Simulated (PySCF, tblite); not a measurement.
**C5H8NSi−: geometry, infrared bands and NMR shifts**

Wanted: the infrared bands and NMR shifts of C5H8NSi− (`[SiH3]N[c-]1cccc1`), by calculation.

Programs: tblite 0.8.0 and PySCF 2.14.0, with density-fitted response routines of our own. Each step states its level of theory. These are calculated values for one molecule in the gas phase, unless marked as measured. Atoms count from 0, in the outputs and in this text.

### 1 The molecule as given

15 atoms, charge -1, multiplicity 1; geometry from: force field or distance geometry start.

Bonds of the start (Å): Si0–N1 1.68, N1–C2 1.46, C2–C3 1.44, C3–C4 1.35, C4–C5 1.45, C5–C6 1.34, C6–C2 1.43, Si0–H7 1.49, Si0–H8 1.48, Si0–H9 1.49, N1–H10 1.01, C3–H11 1.07, C4–H12 1.07, C5–H13 1.09, C6–H14 1.08.

### 2 Optimising the geometry with GFN2-xTB

The job: settings as JSON, then the geometry in Å.

```
{"job": {"kind": "relax", "xc": "GFN2-xTB", "basis": "xTB"}, "charge": -1, "multiplicity": 1}
Si    -2.587800    -0.022000     0.292000
N     -1.178700    -0.645400    -0.380800
C      0.198300    -0.205900    -0.180100
C      1.223000    -0.357100    -1.180200
C      2.353100     0.078600    -0.591500
C      2.064800     0.513900     0.756200
C      0.764900     0.341200     1.017300
H     -2.865800     1.286800    -0.353300
H     -3.686400    -0.968900    -0.017300
H     -2.439500     0.139500     1.761800
H     -1.350200    -0.937200    -1.331200
H      1.103900    -0.769300    -2.161500
H      3.328800     0.106100    -1.040000
H      2.817000     0.896400     1.438400
H      0.250300     0.551200     1.948300
```

Run with:

```sh
> OMP_NUM_THREADS=1 python probes_run.py task.json out
```

One launch serves the whole session: the jobs run in the order shown.

**Question.** This job is followed by: GFN2-xTB harmonic vibrations, gas phase; GIAO PBE0/pcSseg-1 NMR shielding, non-relativistic, gas phase. Predict these results of the whole session: strongest single infrared mode (GFN2-xTB); zero-point energy (GFN2-xTB); 13C shifts against TMS (PBE0/pcSseg-1, means over atoms taken as alike); 1H shifts against TMS (PBE0/pcSseg-1, means over atoms taken as alike); 29Si shifts against TMS (PBE0/pcSseg-1); 15N shifts against NH3 (PBE0/pcSseg-1).

The runs gave:

| quantity | value |
| --- | --- |
| strongest single infrared mode (GFN2-xTB) | 2082 cm⁻¹, 578 km/mol |
| zero-point energy (GFN2-xTB) | 67.2 kcal/mol |
| 13C shifts against TMS (PBE0/pcSseg-1, means over atoms taken as alike) | 127.9, 98.5, 87.4 ppm |
| 1H shifts against TMS (PBE0/pcSseg-1, means over atoms taken as alike) | 5.25, 5.16, 4.86, 2.13 ppm |
| 29Si shifts against TMS (PBE0/pcSseg-1) | -83.3 ppm |
| 15N shifts against NH3 (PBE0/pcSseg-1) | 41.5 ppm |

In words: Over 97 steps the energy fell by 0.475 eV; of the close pairs, C5–C6 changed most, 1.337 to 1.397 Å. All 39 modes are real, so the xTB geometry is a minimum. The strongest single mode, at 2082 cm⁻¹, moves mainly H8. GFN2-xTB is a fitted tight-binding method: band positions and strengths are rough. Its intensities can rank the bands wrongly. At PBE0/pcSseg-1: The widest tensor belongs to C4, C5: span 145 ppm, with a paramagnetic part of -164 ppm. NICS(1)zz of -30 ppm above the planar ring from C2 marks a diatropic (aromatic) ring current. At PBE0/pcSseg-1 the HOMO lies above zero (+0.43 eV), as often for anions in the gas phase: self-interaction error lifts it, or the electron is held by the finite basis alone; counter-ions and solvent are missing.
